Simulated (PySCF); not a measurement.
# C7H14O: the cost of one run

Computed with PySCF 2.14.0 and routines of our own; the level stands in each step. Atoms count from 0.

## Step 1: The starting structure

22 atoms, charge 0, multiplicity 1; geometry from: GFN2-xTB.

## Step 2: Magnetic properties: GIAO HF/pcSseg-1

What the job is given:

```
{"job": {"kind": "mag", "xc": "HF", "basis": "pcSseg-1", "isotopologues": 2}, "charge": 0, "multiplicity": 1}
C      3.380983    -0.577585    -0.731632
C      2.455641     0.442810    -0.088053
O      1.125171     0.005943    -0.257266
C      0.156804     0.889932     0.134840
C     -1.140374     0.609514     0.063643
C     -2.175661     1.605547     0.488164
C     -1.630553    -0.727002    -0.422380
C     -1.956689    -1.664069     0.741831
H      3.246176    -1.547855    -0.261696
H      4.415323    -0.265306    -0.617580
H      3.149686    -0.670894    -1.789384
H      2.684502     0.539611     0.984509
H      2.593796     1.428201    -0.557498
H      0.511888     1.848679     0.498444
H     -2.779454     1.205420     1.302002
H     -1.716015     2.532344     0.821610
H     -2.846300     1.827949    -0.341739
H     -0.853922    -1.182617    -1.037506
H     -2.525162    -0.588041    -1.034244
H     -2.753862    -1.254075     1.358126
H     -2.276559    -2.634666     0.369305
H     -1.075830    -1.804454     1.363569
```

Level: GIAO HF/pcSseg-1 magnetisability, rotational g tensor and spin-rotation constants, non-relativistic, gas phase.

Command:

```bash
> OMP_NUM_THREADS=1 python excited_run.py task.json out
```

This one command runs all jobs of the session in turn.

**Question.** How long does this first job take on 1 thread of Arm Neoverse V2, shared host, and how much memory does it need?

About 18 s, with a peak of 1 GiB.
